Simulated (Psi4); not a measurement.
# triplet AlCNClOF at 3 levels

Wanted: a comparison of 3 runs (U-wB97M-V/cc-pVDZ, UB2PLYP/cc-pVDZ, UB3LYP/6-31G*) of triplet AlCNClOF. 

The results are computed with Psi4 1.11.

1 further run of the same task is left out (set aside as unsound or not needed). Runs told in other sessions of the task aren't counted.

### 1 Starting point

AlCNClOF has 6 atoms, charge 0, and is taken as a triplet. SMILES of the parent species: `O=C=[N][Al]([F])[Cl]`. Geometry: relaxed at PBE0-D4/def2-TZVP. This is one conformer, not always the lowest. That shape belongs to the parent species and isn't relaxed for this state.

Bond lengths: O1–C2 1.162 Å, C2–N3 1.197 Å, N3–Al4 1.741 Å, Al4–F5 1.632 Å, Al4–Cl6 2.064 Å. Angles: O1–C2–N3 179.5°, C2–N3–Al4 174.7°, N3–Al4–F5 119.2°, N3–Al4–Cl6 121.4°, F5–Al4–Cl6 119.4°.

### 2 The energy at U-wB97M-V/cc-pVDZ (run 1)

Input file calclfno.py:

```python
import psi4

psi4.set_memory('2200 MB')
psi4.set_num_threads(1)
psi4.set_output_file('output.dat', False)

m = psi4.geometry("""
0 3
O     -1.726000    -0.301300     2.353900
C     -1.034500    -0.244700     1.421600
N     -0.321400    -0.196300     0.461800
Al     0.694800     0.033100    -0.933400
F      1.379200    -1.268200    -1.642400
Cl     1.050000     1.913400    -1.707800
units angstrom
symmetry c1
no_reorient
no_com
""")

psi4.set_options({
    'basis': 'cc-pVDZ',
    'reference': 'uks',
    'puream': True,
    'e_convergence': 1e-09,
    'd_convergence': 1e-08,
    'scf_type': 'pk',
    'dft_radial_points': 99,
    'dft_spherical_points': 590,
    'maxiter': 100,
})

result, w = psi4.energy('WB97M-V', return_wfn=True)
print(f'WB97M-V energy: {result:.10f} Eh')
```

Started as:

```
$ python calclfno.py
```

output.dat:

```text
[...]
  Running in c1 symmetry.
[...]
  Nuclear repulsion =  298.716656571062970
[...]
  Multiplicity = 3
[...]
  Nalpha       = 31
  Nbeta        = 29
[...]
    Number of basis functions: 92
[...]
   @UKS iter   1:  -970.09332539604645   -4.81817e-01   8.40127e-03 ADIIS/DIIS
[...]
   @UKS iter  28:  -970.42745275474749    4.54747e-12   9.68777e-09 DIIS
[...]
   @S^2 Observed:                2.019747545E+00
[...]
  @UKS Final Energy:  -970.42745275474749
   => Energetics <=
    Nuclear Repulsion Energy =            298.7166565710629698
    One-Electron Energy =               -1934.4581019449028645
    Two-Electron Energy =                 724.0832321733230401
    DFT Exchange-Correlation Energy =     -59.0173297134401480
    Empirical Dispersion Energy =           0.0000000000000000
    VV10 Nonlocal Energy =                  0.2480901592095502
    Total Energy =                       -970.4274527547474918
  UHF NO Occupations:
  HONO-2 :   29  A 1.9923131
  HONO-1 :   30  A 1.0000000
[...]
 Multipole Moments:
 ------------------------------------------------------------------------------------
     Multipole            Electronic (a.u.)      Nuclear  (a.u.)        Total (a.u.)
 ------------------------------------------------------------------------------------
 L = 1.  Multiply by 2.5417464519 to convert [e a0] to [Debye]
 Dipole X            :        -32.8798732           32.1827918           -0.6970814
 Dipole Y            :        -30.8366696           30.7866621           -0.0500074
 Dipole Z            :         48.8531522          -47.9140059            0.9391463
 Magnitude           :                                                    1.1706489
[...]
```

Standard output:

```text
WB97M-V energy: -970.4274527547 Eh
```

It took 5.6 min on 1 thread of Intel Xeon Platinum 8259CL at 2.50GHz (Skylake/Cascade Lake), shared host; peak memory 1.4 GiB.

### 3 A single-point energy at UB2PLYP/cc-pVDZ (density fitting for correlation) (run 2)

Input file job.json:

```json
{
  "schema_name": "qcschema_input",
  "schema_version": 1,
  "molecule": {
    "schema_name": "qcschema_molecule",
    "schema_version": 2,
    "symbols": ["O", "C", "N", "Al", "F", "Cl"],
    "geometry": [-3.26166729, -0.56937448, 4.44822632, -1.95492168, -0.46241598, 2.68643466, -0.60735798, -0.37095324, 0.87267552, 1.31298171, 0.06254993, -1.76387036, 2.60631027, -2.39655067, -3.10368619, 1.98421243, 3.61580197, -3.22727428],
    "molecular_charge": 0,
    "molecular_multiplicity": 3,
    "fix_symmetry": "c1"
  },
  "driver": "energy",
  "model": {
    "method": "b2plyp",
    "basis": "cc-pVDZ"
  },
  "keywords": {
    "reference": "uks",
    "puream": true,
    "e_convergence": 1e-09,
    "d_convergence": 1e-08,
    "scf_type": "pk",
    "dft_radial_points": 99,
    "dft_spherical_points": 590,
    "num_frozen_docc": 14,
    "maxiter": 100
  }
}
```

Started as:

```
$ psi4 --qcschema job.json -n 1 --memory 2200MB
```

stdout:

```text
[...]
  Running in c1 symmetry.
[...]
  Nuclear repulsion =  298.716656658185627
[...]
  Multiplicity = 3
[...]
  Nalpha       = 31
  Nbeta        = 29
[...]
    Number of basis functions: 92
[...]
   @UKS iter   1:  -969.40435826311955   -3.37606e-01   8.68050e-03 DIIS/ADIIS
[...]
   @UKS iter  27:  -969.78115801285196   -1.23919e-11   7.99807e-09 DIIS
[...]
   @S^2 Observed:                2.050275565E+00
[...]
  @UKS Final Energy:  -969.78115801285196
   => Energetics <=
    Nuclear Repulsion Energy =            298.7166566581856273
    One-Electron Energy =               -1934.6022923438372345
    Two-Electron Energy =                 703.5694125373216821
    DFT Exchange-Correlation Energy =     -37.4649348645220854
    Empirical Dispersion Energy =           0.0000000000000000
    VV10 Nonlocal Energy =                  0.0000000000000000
    Total Energy =                       -969.7811580128519608
  UHF NO Occupations:
  HONO-2 :   29  A 1.9793537
  HONO-1 :   30  A 1.0000000
[...]
 Multipole Moments:
 ------------------------------------------------------------------------------------
     Multipole            Electronic (a.u.)      Nuclear  (a.u.)        Total (a.u.)
 ------------------------------------------------------------------------------------
 L = 1.  Multiply by 2.5417464519 to convert [e a0] to [Debye]
 Dipole X            :          1.3545331           -2.0728114           -0.7182783
 Dipole Y            :         -0.2013698            0.1651548           -0.0362150
 Dipole Z            :         -1.7796418            2.7443706            0.9647287
 Magnitude           :                                                    1.2033025
[...]
```

The result, in JSON:

```text
{
 "driver": "energy",
 "model": {
  "method": "b2plyp",
  "basis": "cc-pVDZ"
 },
 "success": true,
 "return_result": -970.0450907411281,
 "properties": {
  "calcinfo_nbasis": 92,
  "calcinfo_nmo": 92,
  "calcinfo_nalpha": 31,
  "calcinfo_nbeta": 29,
  "calcinfo_natom": 6,
  "nuclear_repulsion_energy": 298.7166566581856,
  "return_energy": -970.0450907411281,
  "scf_one_electron_energy": -1934.6022923438372,
  "scf_two_electron_energy": 703.5694125373217,
  "scf_xc_energy": -37.464934864522085,
  "scf_dipole_moment": [-0.7182783054594768, -0.03621495691391008, 0.964728743870513],
  "scf_total_energy": -969.781158012852,
  "scf_iterations": 27
 }
}
```

It took 51 s on 1 thread of Intel Xeon Platinum 8259CL at 2.50GHz (Skylake/Cascade Lake), shared host; peak memory 1.1 GiB.

### 4 The energy at UB3LYP/6-31G(d) (Cartesian functions) (run 3)

Input file input.in:

```
memory 2200 MB

molecule molecule1 {
  0 3
  O     -1.726000    -0.301300     2.353900
  C     -1.034500    -0.244700     1.421600
  N     -0.321400    -0.196300     0.461800
  Al     0.694800     0.033100    -0.933400
  F      1.379200    -1.268200    -1.642400
  Cl     1.050000     1.913400    -1.707800
  symmetry c1
}

set {
  basis 6-31G*
  reference uks
  puream false
  e_convergence 1e-09
  d_convergence 1e-08
  scf_type pk
  dft_radial_points 99
  dft_spherical_points 590
  maxiter 100
}

E, wfn = energy('b3lyp', return_wfn=True)
oeprop(wfn, 'MULLIKEN_CHARGES', 'DIPOLE', 'WIBERG_LOWDIN_INDICES', title='B3LYP')
```

Started as:

```
$ psi4 -n 1 input.in input.out
```

input.out:

```text
[...]
  Running in c1 symmetry.
[...]
  Nuclear repulsion =  298.716656571062970
[...]
  Multiplicity = 3
[...]
  Nalpha       = 31
  Nbeta        = 29
[...]
    Number of basis functions: 98
[...]
   @UKS iter   1:  -969.98173233443174    9.44275e-02   1.01072e-02 DIIS/ADIIS
[...]
   @UKS iter  24:  -970.52144076567299   -3.29692e-12   9.44418e-09 DIIS
[...]
   @S^2 Observed:                2.014174303E+00
[...]
  @UKS Final Energy:  -970.52144076567299
   => Energetics <=
    Nuclear Repulsion Energy =            298.7166565710629698
    One-Electron Energy =               -1934.8435925478074751
    Two-Electron Energy =                 728.8561285362465014
    DFT Exchange-Correlation Energy =     -63.2506333251749453
    Empirical Dispersion Energy =           0.0000000000000000
    VV10 Nonlocal Energy =                  0.0000000000000000
    Total Energy =                       -970.5214407656729918
  UHF NO Occupations:
  HONO-2 :   29  A 1.9948738
  HONO-1 :   30  A 1.0000000
[...]
 Multipole Moments:
 ------------------------------------------------------------------------------------
     Multipole            Electronic (a.u.)      Nuclear  (a.u.)        Total (a.u.)
 ------------------------------------------------------------------------------------
 L = 1.  Multiply by 2.5417464519 to convert [e a0] to [Debye]
 Dipole X            :          1.4511622           -2.0728114           -0.6216492
 Dipole Y            :         -0.1187328            0.1651548            0.0464220
 Dipole Z            :         -1.9237228            2.7443706            0.8206477
 Magnitude           :                                                    1.0305655
[...]
```

Run time: 41 s. Hardware: 1 thread of Intel Xeon Platinum 8259CL at 2.50GHz (Skylake/Cascade Lake), shared host; peak memory 1.1 GiB.

### 5 Overview of the runs

| run | level | frozen core orbitals | fitting correlation | energy (Eh) | dipole moment (D) | HOMO energy (eV) | ⟨S²⟩ | wall time |
| --- | --- | --- | --- | --- | --- | --- | --- | --- |
| 1 | U-wB97M-V/cc-pVDZ | 0 | – | -970.427453 | 2.98 | -4.60 | 2.020 | 5.6 min |
| 2 | UB2PLYP/cc-pVDZ (density fitting for correlation) | 14 | density fitting | -970.045091 | – | -3.70 | 2.050 | 51 s |
| 3 | UB3LYP/6-31G* (Cartesian functions) | 0 | – | -970.521441 | 2.62 | -2.78 | 2.014 | 41 s |

### 6 Summary of results

```
                                 quantity          value
                      run 3: total energy  -970.52144 Eh
                     run 3: dipole moment         2.62 D
run 3: HOMO energy (highest over α and β)       -2.78 eV
                              run 3: ⟨S²⟩          2.014
```

What this shows: Totals of different functionals can't be ranked against each other. All runs together took 7.1 min, the longest 5.6 min.
